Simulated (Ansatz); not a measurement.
# CrGa2Sb2: the cost of one run

Program: Ansatz 0.2.0. Level of theory: DFT PBE, scalar-relativistic, plane waves, PAW. These are calculated values, not measurements.

Spin polarisation is switched off on purpose; where the compound carries moments, volume, stiffness and gap are then not the real material's.

## (1) The system as given

It takes space group Ibam (No. 72, orthorhombic). The conventional cell has a = 5.968 Å, b = 12.010 Å, c = 5.748 Å, α = 90.00°, β = 90.00°, γ = 90.00°. Around Ga (site symmetry m) lie 2 Cr at 2.65 Å and 4 Sb at 2.76 to 2.91 Å. Sb (site symmetry m) is surrounded by 2 Cr at 2.71 Å and 4 Ga at 2.76 to 2.91 Å. Around Cr (site symmetry 222) lie 4 Ga at 2.65 Å and 4 Sb at 2.71 Å and 2 Cr at 2.87 Å.

Structure file:

```
Ga Sb Cr
1.0
    -2.98424    6.00499    2.87422
     2.98424   -6.00499    2.87422
     2.98424    6.00499   -2.87422
Ga Sb Cr
4 4 2
Direct
  0.87569 0.05727 0.40816
  0.64911 0.46753 0.59184
  0.14911 0.55727 0.18158
  0.37569 0.96753 0.81842
  0.40840 0.51032 0.39392
  0.11640 0.01448 0.60608
  0.61640 0.01032 0.10192
  0.90840 0.51448 0.89808
  0.01240 0.01240 0.00000
  0.51240 0.51240 0.00000
```

An earlier run at PBE left this cell at 20.603 Å³/atom and 0.00 GPa (8×8×8 mesh).

Volume factors to run: 0.980, 1.020, 0.960, 1.040.

## (2) At 0.980 of the relaxed volume

input.yaml

```yaml
crystal:
  lattice:
    - [-2.9642094534, 5.9646869837, 2.8549333209]
    - [2.9642094534, -5.9646869837, 2.8549333209]
    - [2.9642094534, 5.9646869837, -2.8549333209]
  atoms:
    - { symbol: Ga, position: [0.875686824, 0.0572704422, 0.4081572661] }
    - { symbol: Ga, position: [0.649113176, 0.4675295578, 0.5918427339] }
    - { symbol: Ga, position: [0.149113176, 0.5572704422, 0.1815836182] }
    - { symbol: Ga, position: [0.375686824, 0.9675295578, 0.8184163818] }
    - { symbol: Sb, position: [0.408401109, 0.5103185076, 0.3939196167] }
    - { symbol: Sb, position: [0.116398891, 0.0144814924, 0.6060803834] }
    - { symbol: Sb, position: [0.616398891, 0.0103185076, 0.1019173986] }
    - { symbol: Sb, position: [0.908401109, 0.5144814924, 0.8980826014] }
    - { symbol: Cr, position: [1.0124, 1.0124, 0.0] }
    - { symbol: Cr, position: [0.5124, 0.5124, 0.0] }
basis:
  ecutwfc: 420
  ecutrho_ratio: 4
kpoints:
  mp_grid: { grid: [8, 8, 8] }
hamiltonian:
  xc: pbe
scf:
  occupations: { method: gaussian, width: 0.05 }
output:
  forces: true
  stress: true
  eigenvalues: true
relax:
  f_tol: 0.01
  max_steps: 40
  cell: { stress_tol: 0.1, fix: [volume] }
```

Command:

```bash
$ ansatz run input.yaml --threads 2 --pin off --max-ram 5120MiB --backend cpu --events-out ev --progress --plain --runs-dir out
```

Q: Estimate wall time and peak memory on 2 threads of Arm Neoverse V1, shared host.

About 4.9 min, with a peak of 1.4 GiB.
